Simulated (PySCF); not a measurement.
# [PrF2]2+: other functionals and bases at one geometry

Aim: see how levels, charges and forces of [PrF2]2+ depend on the level of theory. The structure is generated, not taken from experiment.

Computed with PySCF 2.14.0. Level: several levels, as the steps say, no spin–orbit coupling.

1 further run of the same task is left out (for a known fault of the program).

## 1. The system as given

3 atoms, charge 2, spin multiplicity 1.

Bond lengths: Pr1–F2 1.902 Å, Pr1–F3 1.902 Å. Angles: F2–Pr1–F3 101.1°.

As a file:

```xyz
3

Pr    0.00000    0.00000   -0.42638
F     1.46941    0.00000    0.78170
F    -1.46941    0.00000    0.78170
```

Formal oxidation states: Pr +4. Each metal's 1 4f electrons lie in its core potential, so multiplicities, spins and levels count the valence alone. An earlier session relaxed this geometry at PBE0, Pr lcecp-2-SVP with ECP47, F def2-SVP (singlet, point group C2v).

At PBE0 on the finer grid: E = -237.929275 Eh, frontier levels not given, since the 4f levels lie in the core, Mulliken charge on Pr1 +2.28 e, largest force component 0.009 eV/Å. 

Levels to run: r2SCAN; B3LYP; PBE0, TZVP. Hardware: 2 threads of Intel Xeon Platinum 8488C (Sapphire Rapids), shared host.

## 2. r2SCAN

run.py (the lines that set the calculation)

```python
mol = gto.M(atom='''
Pr     0.00000     0.00000    -0.42638
F      1.46941     0.00000     0.78170
F     -1.46941     0.00000     0.78170''',
    basis={'Pr': 'lcecp-2-SVP', 'F': 'def2-SVP'},
    ecp={'Pr': 'lcecp-2-SVP'},
    charge=2, spin=0)
mf = dft.RKS(mol, xc='R2SCAN')
mf.grids.atom_grid = (75, 302)  # f atoms: unpruned, at least (60, 302)
mf = mf.density_fit()  # fitting sets: Pr AutoAux, F def2-universal-JKFIT
mf.conv_tol = 1e-08; mf.max_cycle = 55
mf.kernel(dm0)  # dm0: the density of the relaxed state
```

Launch:

```
$ OMP_NUM_THREADS=2 python run.py
```

## 3. B3LYP

Edit run.py (the lines that set the calculation) of step 2 so:

```diff
@@ -7,3 +7,3 @@
     charge=2, spin=0)
-mf = dft.RKS(mol, xc='R2SCAN')
+mf = dft.RKS(mol, xc='B3LYP')
 mf.grids.atom_grid = (75, 302)  # f atoms: unpruned, at least (60, 302)
```

## 4. PBE0, TZVP

Basis: Pr lcecp-2-TZVP with ECP47, F def2-TZVP. 

run.py (the lines that set the calculation)

```python
mol = gto.M(atom='''
Pr     0.00000     0.00000    -0.42638
F      1.46941     0.00000     0.78170
F     -1.46941     0.00000     0.78170''',
    basis={'Pr': 'lcecp-2-TZVP', 'F': 'def2-TZVP'},
    ecp={'Pr': 'lcecp-2-TZVP'},
    charge=2, spin=0)
mf = dft.RKS(mol, xc='PBE0')
mf.grids.atom_grid = (75, 302)  # f atoms: unpruned, at least (60, 302)
mf = mf.density_fit()  # fitting sets: Pr AutoAux, F def2-universal-JKFIT
mf.conv_tol = 1e-08; mf.max_cycle = 55
mf.kernel(dm0)  # dm0: free metal ions and neutral atoms
```

What does the calculation give? Wanted: for each run, charge on Pr1; dipole; largest force.

As calculated:

| level | state | charge on Pr1 (e) | dipole (D) | largest force (eV/Å) | basis functions | time |
| --- | --- | --- | --- | --- | --- | --- |
| PBE0 (relaxed here) | singlet | 2.28 | 5.72 | 0.01 | 58 | 3.2 s |
| r2SCAN | singlet | 2.24 | 5.50 | 0.73 | 58 | 2.3 s |
| B3LYP | singlet | 2.25 | 5.64 | 0.59 | 58 | 1.7 s |
| PBE0, TZVP | singlet | 2.39 | 5.71 | 0.61 | 109 | 5.4 s |

Times are on 2 threads of Intel Xeon Platinum 8488C (Sapphire Rapids), shared host; the first row also made further properties. The dipole of a charged species depends on the origin, so these sizes hold for this origin alone.

The largest leftover force, 0.73 eV/Å with r2SCAN, stands at a geometry relaxed at another level. The Mulliken charge on Pr spans +2.24 to +2.39 e over the levels. With 4f in the core, its levels are missing from HOMO and gap. Total energies of different levels can't be compared. Spin–orbit coupling is left out throughout.
